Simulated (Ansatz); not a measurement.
The system is HfIn4SiO6.

```
CELL_PARAMETERS angstrom
5.69867 0.00381 0.01559
-0.70506 6.10815 -0.00575
-2.73718 -1.39557 6.63076
ATOMIC_POSITIONS crystal
Hf 0.11793 0.01556 0.13292
In 0.38842 0.99901 0.72891
In 0.75865 0.00842 0.49586
In 0.23461 0.48841 0.53300
In 0.59649 0.48211 0.20528
Si 0.86778 0.44029 0.85544
O 0.55316 0.38738 0.79290
O 0.93454 0.38483 0.65596
O 0.98414 0.26218 0.00347
O 0.99083 0.69806 0.98452
O 0.08665 0.06493 0.39374
O 0.48680 0.10883 0.21799
```

The cell was built by a generator and needn't be a form met in nature.

- Program: Ansatz 0.2.0
- Task: relaxation of cell and atoms
- Functional: PBE
- Dispersion: D3(BJ)
- Potentials or basis: Ansatz PAW
- Cutoff: 420 eV (not typed: the program's choice for these potentials)
- k mesh: 4 × 4 × 3
- Occupations: fermi-dirac, width 0.05 eV
- Spin: no spin polarisation

At the start: volume 19.25 Å³/atom.

**Question.** Where does the relaxation end?

**Answer.** It ends after 12 steps and the volume is 18.18 Å³/atom (-5.6 %); space group P1 (No. 1, to 0.05 Å).

Step by step:
```
step  energy change (eV)  largest force (eV/Å)  volume (Å³)
   1              0.0000                0.0173       231.05
   2             -0.0557                0.2483       217.68
   3             -0.0718                0.1118       221.64
   4             -0.0800                0.0613       220.34
   5             -0.0853                0.0437       219.54
   6             -0.0868                0.0308       219.11
   7             -0.0869                0.0193       219.16
   8             -0.0870                0.0088       219.16
   9             -0.0685                0.0100       219.16
  10             -0.0706                0.0235       218.40
  11             -0.0713                0.0082       218.14
  12             -0.0691                0.0083       218.14
```

Final structure:
```
Hf In Si O
1.0
     5.55534   -0.02045    0.07305
    -0.71352    6.04900    0.05780
    -2.59509   -1.29305    6.44579
Hf In Si O
1 4 1 6
Direct
  0.12569 0.01339 0.12947
  0.38694 0.99014 0.74023
  0.75999 0.00472 0.50130
  0.24001 0.48758 0.52549
  0.59983 0.49232 0.21831
  0.85882 0.44136 0.85131
  0.54140 0.38346 0.80100
  0.91416 0.39271 0.63869
  0.98993 0.26321 0.99980
  0.98330 0.69760 0.98190
  0.09826 0.06685 0.40030
  0.50168 0.10669 0.21218
```

Caveat: the plane-wave basis is chosen anew once the cell has moved, so the energies of steps on either side of that aren't comparable; the pressure holds a Pulay correction of +0.4 GPa for the finite cutoff.
